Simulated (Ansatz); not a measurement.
This script for Ansatz 0.2.0, Python API starts 4 runs on C3H5BO2, SMILES CC#CB(O)O. What input does the engine get in each?

Script `disp_c3h5bo2.py`:
```python
"""Dispersion corrections for C3H5BO2."""

import ansatz as az


def main() -> None:
    geometry_ang = [
        ("C", [-2.459, 0.3123, -0.1215]),
        ("C", [-1.0106, 0.1078, -0.1468]),
        ("C", [0.1826, -0.0606, -0.1676]),
        ("B", [1.702, -0.2749, -0.1935]),
        ("O", [2.5925, 0.846, -0.4822]),
        ("O", [2.2554, -1.6066, 0.0373]),
        ("H", [-2.8689, -0.0627, 0.8388]),
        ("H", [-2.9253, -0.24, -0.9632]),
        ("H", [-2.6817, 1.3946, -0.221]),
        ("H", [2.8046, 1.2334, 0.4045]),
        ("H", [2.4084, -1.6492, 1.0151]),
    ]
    molecule = az.Crystal.molecule()
    for symbol, xyz in geometry_ang:
        molecule = molecule.atom(symbol, xyz)

    base = molecule.calculation()
    base = base.basis(gaussian="def2-SVP")
    base = base.scf(lower_state_search="standard")
    for name in ["blyp", "b3lyp"]:
        for correction in ("d3bj", "d4"):
            data = base.functional(name, dispersion=correction).run(threads=1).report
            print(f"{name:8s} {correction:5s} total {data['free_energy_ev']:.5f} eV, of which dispersion {1000 * data['dispersion']['energy']['ev']:.2f} meV")


if __name__ == "__main__":
    main()
```

Run 1:
```yaml
crystal:
  periodic: [false, false, false]
  atoms:
    - { symbol: C, position_ang: [-2.459, 0.3123, -0.1215] }
    - { symbol: C, position_ang: [-1.0106, 0.1078, -0.1468] }
    - { symbol: C, position_ang: [0.1826, -0.0606, -0.1676] }
    - { symbol: B, position_ang: [1.702, -0.2749, -0.1935] }
    - { symbol: O, position_ang: [2.5925, 0.846, -0.4822] }
    - { symbol: O, position_ang: [2.2554, -1.6066, 0.0373] }
    - { symbol: H, position_ang: [-2.8689, -0.0627, 0.8388] }
    - { symbol: H, position_ang: [-2.9253, -0.24, -0.9632] }
    - { symbol: H, position_ang: [-2.6817, 1.3946, -0.221] }
    - { symbol: H, position_ang: [2.8046, 1.2334, 0.4045] }
    - { symbol: H, position_ang: [2.4084, -1.6492, 1.0151] }
basis:
  gaussian:
    orbitals: def2-SVP
hamiltonian:
  xc: blyp
  dispersion: d3bj
scf:
  lower_state_search: standard
```

Run 2, against run 1:
```diff
-  dispersion: d3bj
+  dispersion: d4
```

Run 3, against run 1:
```diff
-  xc: blyp
+  xc: b3lyp
```

Run 4, against run 1:
```diff
-  xc: blyp
-  dispersion: d3bj
+  xc: b3lyp
+  dispersion: d4
```

```console
$ python disp_c3h5bo2.py
blyp     d3bj  total -7955.29881 eV, of which dispersion -382.23 meV
blyp     d4    total -7955.31429 eV, of which dispersion -397.71 meV
b3lyp    d3bj  total -7957.82539 eV, of which dispersion -311.44 meV
b3lyp    d4    total -7957.79896 eV, of which dispersion -285.01 meV
```

Notes:
- These settings explore the input space; basis and method may be short of convergence.
- The geometry is a force-field or estimated start, not a minimum of this method, and the basis set is short of its limit. D4 holds the three-body term, and d3bj doesn't.
- b3lyp holds the VWN-RPA fit, as in Gaussian; the form of ORCA and Turbomole is b3lyp5.
- Hardware and time: 9.2 s on 1 thread of Arm Neoverse V2, with other jobs on the host, peak memory 0.25 GiB.
